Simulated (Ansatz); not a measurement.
# CH4FOSeSi radical: up Jacob's ladder to CCSD(T)

One table from this session's results is given with a row withheld; the runs are named, their logs left out.

Computed with Ansatz 0.2.0, Gaussian basis. Level: functionals in def2-TZVPP, the program's frozen cores in correlated methods.

Levels to be run: LDA (SPW92), PBE-D4, revPBE-D4, BLYP-D4, r2SCAN-D4, B97M-V, PBE0-D4, B3LYP-D4, r2SCANh-D4, r2SCAN0-D4, HSE06-D4, BHLYP-D4, CAM-B3LYP-D4, LC-ωPBE, ωB97X-V, ωB97M-V, B2PLYP, PBE-QIDH; CCSD(T)/def2-SVP; CCSD(T)/def2-TZVPP; MP2/def2-QZVPP; extrapolation to the limit; RPA on PBE.

1 further run of the same task is left out (it didn't finish).

## The geometry

An earlier PBE0-D4 in a triple-zeta def2 set relaxation fixed the geometry.

9 atoms, charge 0, spin multiplicity 2.

Atoms are counted from 1 here; the program's logs count them from 0.

Bond lengths: C1–O2 1.412 Å, C1–H6 1.095 Å, C1–H7 1.090 Å, C1–H8 1.094 Å, O2–Si3 1.629 Å, Si3–F4 1.594 Å, Si3–Se5 2.300 Å, Se5–H9 1.468 Å. Angles: O2–C1–H6 111.1°, O2–C1–H7 107.7°, O2–C1–H8 111.1°, H6–C1–H7 108.9°, H6–C1–H8 109.2°, H7–C1–H8 108.7°, C1–O2–Si3 126.4°, O2–Si3–F4 103.8°, O2–Si3–Se5 113.9°, F4–Si3–Se5 106.0°, Si3–Se5–H9 90.9°.

As a file:

```xyz
9
CH4FOSeSi
C     1.10193    0.12407    0.90839
O     0.44106   -0.93179    0.24286
Si   -1.03960   -0.87057   -0.43379
F    -1.09946   -2.18502   -1.33426
Se   -1.33255    0.89940   -1.87343
H     1.08649    1.03940    0.30843
H     2.13746   -0.17924    1.06476
H     0.64429    0.32438    1.88154
H    -1.85112    1.73317   -0.78150
```

Set-up of the first run:

Input file in.yaml:

```yaml
crystal:
  periodic: [false, false, false]
  atoms:
    - {symbol: C, position_ang: [1.101929, 0.124068, 0.908394]}
    - {symbol: O, position_ang: [0.441061, -0.931789, 0.242863]}
    - {symbol: Si, position_ang: [-1.039601, -0.870565, -0.433786]}
    - {symbol: F, position_ang: [-1.099459, -2.185021, -1.334257]}
    - {symbol: Se, position_ang: [-1.332555, 0.899401, -1.873432]}
    - {symbol: H, position_ang: [1.086495, 1.039398, 0.308425]}
    - {symbol: H, position_ang: [2.137464, -0.179239, 1.064756]}
    - {symbol: H, position_ang: [0.644289, 0.324376, 1.881540]}
    - {symbol: H, position_ang: [-1.851123, 1.733172, -0.781503]}
basis:
  gaussian: {orbitals: def2-TZVPP}
magnetization: {spin_polarized: true, initial_magnetization: 1}
hamiltonian: {xc: lda}
output: {orbitals: {seedname: orbitals}}
```

The run is started by

```
ansatz run in.yaml --threads 2 --pin off --events-out ev --progress --plain --max-ram 32768MiB --backend cpu
```

Steps of the session up to this table: LDA; PBE-D4 (GGA); revPBE-D4 (GGA); BLYP-D4 (GGA); r2SCAN-D4 (meta-GGA); B97M-V (meta-GGA); B3LYP-D4 (hybrid); r2SCANh-D4 (hybrid); r2SCAN0-D4 (hybrid); HSE06-D4 (hybrid); BHLYP-D4 (hybrid); CAM-B3LYP-D4 (range-separated); LC-ωPBE (range-separated); ωB97X-V (range-separated); ωB97M-V (range-separated); B2PLYP (double hybrid); PBE-QIDH (double hybrid).

One table of the session follows, with a row left open; its other results are not shown here.

It belongs to the step «Frontier levels by functional». 

```
  functional  HOMO (eV)  LUMO (eV)  gap (eV)
 LDA (SPW92)      -5.07      -3.99      1.07
      PBE-D4      -5.05      -3.56      1.49
   revPBE-D4      -5.02      -3.41      1.61
     BLYP-D4      -4.86      -3.59      1.26
   r2SCAN-D4      -5.43      -3.13      2.30
      B97M-V      -5.16      -3.59      1.57
     PBE0-D4      -6.25      -2.69      3.56
    B3LYP-D4      -5.97      -3.10      2.88
  r2SCANh-D4      -5.87      -2.84      3.03
  r2SCAN0-D4          ?          ?         ?
    HSE06-D4      -5.86      -3.07      2.79
    BHLYP-D4      -7.28      -1.94      5.34
CAM-B3LYP-D4      -7.46      -1.85      5.62
     LC-ωPBE      -8.84      -0.42      8.43
     ωB97X-V      -8.36      -0.96      7.40
     ωB97M-V      -8.00      -1.14      6.87
```

Estimate the missing values for r2SCAN0-D4.

Worked estimate for «HOMO (eV)». Against the share of exact exchange, r2SCAN-D4 (0, -5.43), r2SCANh-D4 (0.1, -5.87) give a slope of -4.40 per unit share; at 0.25 the line stands at -6.53.

As computed: HOMO (eV): -6.53; LUMO (eV): -2.41; gap (eV): 4.12. In «HOMO (eV)» the line misses by 0.00.
